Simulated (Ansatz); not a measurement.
# C6F5O3S (pentafluorobenzenesulfonate): the cost of one run

Computed with Ansatz 0.2.0, Gaussian basis. Level: the settings change from run to run.

4 further runs of the same task are left out: 4 that didn't finish.

### 1 The molecule

The structure was relaxed beforehand with PBE-D4/def2-SVP.

SMILES `O=S(=O)([O-])c1c(F)c(F)c(F)c(F)c1F`, 15 atoms, charge -1, spin multiplicity 1.

Atoms are counted from 1 here; the program's logs count them from 0.

Bond lengths: O1–S2 1.493 Å, S2–O3 1.488 Å, S2–O4 1.493 Å, S2–C5 1.896 Å, C5–C6 1.401 Å, C5–C14 1.404 Å, C6–F7 1.341 Å, C6–C8 1.409 Å, C8–F9 1.349 Å, C8–C10 1.401 Å, C10–F11 1.346 Å, C10–C12 1.404 Å, C12–F13 1.348 Å, C12–C14 1.404 Å, C14–F15 1.339 Å. Angles: O1–S2–O3 115.5°, O1–S2–O4 115.8°, O1–S2–C5 101.0°, O3–S2–O4 115.5°, O3–S2–C5 104.8°, O4–S2–C5 101.1°, S2–C5–C6 124.6°, S2–C5–C14 117.8°, C6–C5–C14 117.5°, C5–C6–F7 122.7°, C5–C6–C8 121.4°, F7–C6–C8 115.9°, C6–C8–F9 120.7°, C6–C8–C10 120.0°, F9–C8–C10 119.4°, C8–C10–F11 120.3°, C8–C10–C12 119.5°, F11–C10–C12 120.2° and more.

As a file:

```xyz
15
C6F5O3S
O     2.85860    0.93271   -1.06136
S     2.56567   -0.08613   -0.01070
O     2.94237   -1.48488   -0.35296
O     2.84906    0.32914    1.39463
C     0.66993   -0.07934   -0.01654
C    -0.12981   -1.19550   -0.29510
F     0.38303   -2.39852   -0.58958
C    -1.53624   -1.11398   -0.28094
F    -2.29061   -2.19877   -0.55153
C    -2.16420    0.10225    0.01623
F    -3.50758    0.18806    0.03173
C    -1.38112    1.23278    0.29821
F    -1.98843    2.40219    0.58386
C     0.01858    1.12877    0.27847
F     0.71072    2.24123    0.55559
```

### 2 HF/def2-TZVPP

This run has coordinates scaled by 1.25, a point charge of -1.00 e beside it.

The input, in.yaml:

```yaml
crystal:
  periodic: [false, false, false]
  atoms:
    - {symbol: O, position_ang: [3.573244, 1.165894, -1.326706]}
    - {symbol: S, position_ang: [3.207089, -0.107667, -0.013379]}
    - {symbol: O, position_ang: [3.677960, -1.856100, -0.441194]}
    - {symbol: O, position_ang: [3.561331, 0.411427, 1.743283]}
    - {symbol: C, position_ang: [0.837416, -0.099177, -0.020671]}
    - {symbol: C, position_ang: [-0.162262, -1.494375, -0.368876]}
    - {symbol: F, position_ang: [0.478793, -2.998148, -0.736976]}
    - {symbol: C, position_ang: [-1.920295, -1.392475, -0.351177]}
    - {symbol: F, position_ang: [-2.863257, -2.748465, -0.689416]}
    - {symbol: C, position_ang: [-2.705247, 0.127808, 0.020285]}
    - {symbol: F, position_ang: [-4.384474, 0.235077, 0.039661]}
    - {symbol: C, position_ang: [-1.726401, 1.540972, 0.372764]}
    - {symbol: F, position_ang: [-2.485541, 3.002741, 0.729831]}
    - {symbol: C, position_ang: [0.023227, 1.410963, 0.348090]}
    - {symbol: F, position_ang: [0.888405, 2.801537, 0.694482]}
basis:
  gaussian: {orbitals: def2-TZVPP, point_charges: [{charge: -1.00, position_ang: [6.942, -0.621, -0.135]}]}
total_charge: -1
hamiltonian: {xc: {name: HF}}
scf: {omitted_lower_state_checks: [starts]}
output: {forces: true}
```

Launch:

```bash
$ ansatz run in.yaml --threads 4 --pin off --events-out ev --progress --plain --max-ram 6963MiB
```

Q: Estimate wall time and peak memory on 4 threads of Arm Neoverse V1, shared host.

About 38 s, with a peak of 1.6 GiB.
